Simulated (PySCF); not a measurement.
# C2H8B2FN: electronic excitations

Wanted: the electronic excitations of C2H8B2FN (`BN(BF)CC`), by calculation.

The runs use PySCF 2.14.0, with density-fitted response routines of our own; the level of theory stands in each step. All values are computed, except where a source is named. Atoms count from 0, in the outputs and in this text.

### Step 1. The starting structure

14 atoms, charge 0, multiplicity 1; geometry from: GFN2-xTB.

Bonds of the start (Å): B0–N1 1.41, N1–B2 1.42, B2–F3 1.33, N1–C4 1.47, C4–C5 1.53, B0–H6 1.17, B0–H7 1.17, B2–H8 1.17, C4–H9 1.09, C4–H10 1.09, C5–H11 1.09, C5–H12 1.09, C5–H13 1.09.

### Step 2. Excited states and response: CAM-B3LYP/def2-SVPD

Job settings and geometry (Å):

```
{"job": {"kind": "uv", "xc": "CAM-B3LYP", "basis": "def2-SVPD", "nstates": 8, "ntriplets": 3}, "charge": 0, "multiplicity": 1}
B     -1.270651    -0.935706     0.941532
N     -0.706447    -0.178751    -0.104848
B     -1.406715     0.866833    -0.752843
F     -0.803603     1.542248    -1.724678
C      0.676320    -0.440472    -0.517172
C      1.654941     0.385300     0.312423
H     -0.643084    -1.791401     1.434805
H     -2.358219    -0.694865     1.289906
H     -2.504220     1.168986    -0.488260
H      0.790754    -0.185797    -1.573528
H      0.888597    -1.503964    -0.387959
H      1.461105     1.446491     0.173787
H      1.544219     0.147261     1.368150
H      2.676326     0.173365     0.006519
```

Method: TDDFT CAM-B3LYP/def2-SVPD, vertical, gas phase, core orbitals frozen in the response.

Command:

```sh
$ OMP_NUM_THREADS=1 python probes_run.py task.json out
```

The driver reads the jobs from task.json and runs them one after another.

Predict these results of the whole session: lowest singlet (CAM-B3LYP/def2-SVPD); brightest single state of those computed; lowest triplet; surface potential, 1st and 99th percentile.

As calculated:

```
                                quantity                        value
    lowest singlet (CAM-B3LYP/def2-SVPD)  6.71 eV (185 nm), f = 0.003
brightest single state of those computed  state 2, 6.96 eV, f = 0.184
                          lowest triplet                      5.80 eV
   surface potential, 1st and 99th percentile           -0.81 V and 1.21 V
```

What this shows: The first singlet state (HOMO−1→LUMO 0.90) lies at 6.71 eV and is weak; of the 8 states computed, the strongest absorption comes from state 2 at 6.96 eV. The lowest triplet lies 0.91 eV below the lowest singlet (triplets in Tamm-Dancoff, singlets in full TDDFT).
